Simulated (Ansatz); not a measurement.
**H₂OSSn: ionisation energy by level of theory**

The task here is to estimate one member of a computed series from the others.

The runs use Ansatz 0.2.0, Gaussian basis; unrestricted cation, the program's frozen cores in correlated methods.

Levels to be run: UKS PBE-D4/def2-TZVPP; UKS r2SCAN-D4/def2-TZVPP; UKS PBE0-D4/def2-TZVPP; UKS B3LYP-D4/def2-TZVPP; UKS wB97X-V/def2-TZVPP; UKS wB97M-V/def2-TZVPP; UKS B2PLYP/def2-TZVPP; UHF-CCSD(T)/def2-TZVPP; UHF-MP2/def2-QZVPP; extrapolation to the limit; then −ε(HOMO) from the neutral's earlier runs with LDA (SPW92), PBE-D4, revPBE-D4, BLYP-D4, r2SCAN-D4, B97M-V, PBE0-D4, B3LYP-D4, r2SCANh-D4, r2SCAN0-D4, HSE06-D4, BHLYP-D4, CAM-B3LYP-D4, LC-ωPBE, ωB97X-V, ωB97M-V.

**The geometry**

The geometry comes from an earlier relaxation with PBE0-D4 in a triple-zeta def2 set; it is a stationary point. Sn takes the def2 core potential; no spin-orbit term is included.

SMILES `[OH][Sn][SH]`, 5 atoms, charge 0, spin multiplicity 1.

Atoms are counted from 1 here; the program's logs count them from 0.

Bond lengths: O1–Sn2 1.976 Å, O1–H4 0.960 Å, Sn2–S3 2.454 Å, S3–H5 1.343 Å. Angles: Sn2–O1–H4 118.2°, O1–Sn2–S3 99.3°, Sn2–S3–H5 95.9°.

The first run:

The input, in.yaml:

```yaml
crystal:
  periodic: [false, false, false]
  atoms:
    - {symbol: O, position_ang: [-1.169246, -1.043056, -0.055282]}
    - {symbol: Sn, position_ang: [-1.099722, 0.819154, -0.712792]}
    - {symbol: S, position_ang: [1.207502, 1.376269, -0.087647]}
    - {symbol: H, position_ang: [-0.383856, -1.406903, 0.360436]}
    - {symbol: H, position_ang: [1.495323, 0.180934, 0.453885]}
basis:
  gaussian: {orbitals: def2-TZVPP}
total_charge: 1
magnetization: {spin_polarized: true, initial_magnetization: 1}
hamiltonian: {xc: pbe, dispersion: d4}
```

Started as:

```sh
ansatz run in.yaml --threads 4 --pin off --events-out ev --progress --plain --max-ram 10444MiB
```

Among the steps run: Cation, UKS PBE-D4/def2-TZVPP; Cation, UKS r2SCAN-D4/def2-TZVPP; Cation, UKS PBE0-D4/def2-TZVPP; Cation, UKS B3LYP-D4/def2-TZVPP; Cation, UKS wB97X-V/def2-TZVPP; Cation, UKS wB97M-V/def2-TZVPP; Cation, UKS B2PLYP (frozen core)/def2-TZVPP; Cation, UHF-CCSD(T)/def2-TZVPP; Cation, UHF-MP2/def2-QZVPP.

One table of the session follows, with a row left open; its other results are not shown here.

For comparison, −ε(HOMO) of the neutral from earlier runs:

```
  functional  −ε(HOMO) (eV)
 LDA (SPW92)           6.50
      PBE-D4           6.33
   revPBE-D4           6.27
     BLYP-D4           6.15
   r2SCAN-D4           6.62
      B97M-V           6.49
     PBE0-D4           7.36
    B3LYP-D4           7.18
  r2SCANh-D4              ?
  r2SCAN0-D4           7.55
    HSE06-D4           6.97
    BHLYP-D4           8.24
CAM-B3LYP-D4           8.57
     LC-ωPBE           9.78
     ωB97X-V           9.48
     ωB97M-V           9.38
```

Q: Estimate the row for r2SCANh-D4 from the others.

Worked estimate for «−ε(HOMO) (eV)». Against the share of exact exchange, r2SCAN-D4 (0, 6.62), r2SCAN0-D4 (0.25, 7.55) give a slope of 3.72 per unit share; at 0.1 the line stands at 6.99.

**Answer.** −ε(HOMO) (eV): 6.99. In «−ε(HOMO) (eV)» the line misses by 0.00.
